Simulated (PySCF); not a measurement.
# C5H2F4: the cost of one run

Computed with PySCF 2.14.0 and routines of our own; the level stands in each step. Atoms count from 0.

### 1 The system as given

11 atoms, charge 0, multiplicity 1; geometry from: GFN2-xTB.

### 2 Magnetic properties: GIAO B3LYP/pcSseg-1

Job settings and geometry (Å):

```
{"job": {"kind": "mag", "xc": "B3LYP", "basis": "pcSseg-1", "isotopologues": 0}, "charge": 0, "multiplicity": 1}
C      2.566495    -0.362456     0.201220
C      1.564304     0.171322    -0.190510
C      0.439918     0.846660    -0.689708
C     -0.827580     0.547671    -0.410950
F     -1.829338     1.265525    -0.949203
C     -1.353091    -0.552022     0.480882
F     -0.379494    -1.245697     1.076942
F     -2.136114    -0.065100     1.454516
F     -2.095872    -1.435663    -0.203489
H      3.425306    -0.846812     0.559609
H      0.630890     1.679242    -1.355272
```

Method: GIAO B3LYP/pcSseg-1 magnetisability, rotational g tensor and spin-rotation constants, non-relativistic, gas phase.

Run with:

```
> OMP_NUM_THREADS=1 python excited_run.py task.json out
```

One launch serves the whole session: the jobs run in the order shown.

**Question.** How long does this first job take on 1 thread of AMD EPYC 9R14, shared host, and how much memory does it need?

About 20 s, with a peak of 0.74 GiB.
